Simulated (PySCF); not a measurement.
**The bond of GaBi, level by level**

One table from this session's results is given with a row withheld; the runs are named, their logs left out.

The runs use PySCF 2.14.0; Ga cc-pVDZ-PP with ECP10, Bi cc-pVDZ-PP with ECP60, scalar-relativistic core potentials.

Set-up of the first run:

A driver script around PySCF takes these settings:

```yaml
atoms: Ga, Bi
charge: 0
basis: Ga cc-pVDZ-PP with ECP10, Bi cc-pVDZ-PP with ECP60
Hamiltonian: scalar-relativistic core potentials
basis_functions: 46
electrons_treated: 44
masses_in_u: 68.9256, 208.9804
levels: PBE0, PBE, r²SCAN, r²SCANh, BHandHLYP, M06-L, CAM-B3LYP, HF, MP2, SCS-MP2, CCSD, CCSD(T)
grid: 80 radial by 434 angular points
occupations: held fixed by the projection of orbital angular momentum
dissociation_limit: Ga + Bi, each in its ground configuration
starting_distance_in_angstrom: 2.665
values_of_2S_to_try: 0, 2, 4
```

On the command line:

```
OMP_NUM_THREADS=1 python dia.py task.json out
```

Among the steps run: The job; PBE0 along the bond; Other states along the same grid; PBE (GGA); r²SCAN; r²SCANh (hybrid meta-GGA); BHandHLYP (global hybrid GGA); M06-L (meta-GGA); CAM-B3LYP (range-separated hybrid); UHF; Correlated methods on the Hartree–Fock reference.

One of the session's tables, all rows but one given; the rest of the session is left out.

Energy (eV) from each level's lowest point:

```
R (Å)    UHF  UHF-MP2  UHF-SCS-MP2  UHF-CCSD  UHF-CCSD(T)
2.466  0.674    0.600        0.638       n/a          n/a
2.581  0.320    0.263        0.290     0.296        0.297
2.696  0.117    0.080        0.096     0.101        0.101
2.782  0.037    0.016        0.024     0.027        0.028
2.868  0.002    0.000        0.000     0.000        0.000
2.954  0.000    0.022        0.014     0.008        0.007
3.069      ?        ?            ?         ?            ?
3.212  0.101    0.252        0.227     0.162        0.162
3.384  0.184    0.464        0.433     0.321        0.323
3.614  0.271    0.695        0.658       n/a          n/a
```

Q: Estimate the row for R (Å) = 3.069 from the others.

Worked estimate for «UHF». A straight line through the neighbours (2.954, 0.000) and (3.212, 0.101) gives 0.000 + (0.101 − 0.000) × (3.069 − 2.954) / (3.212 − 2.954) = 0.045; a parabola fitted to 4 rows on both sides gives 0.040.

**Answer.** UHF: 0.033; UHF-MP2: 0.098; UHF-SCS-MP2: 0.081; UHF-CCSD: 0.057; UHF-CCSD(T): 0.057. In «UHF» the line misses by +0.012 and the parabola by +0.007.
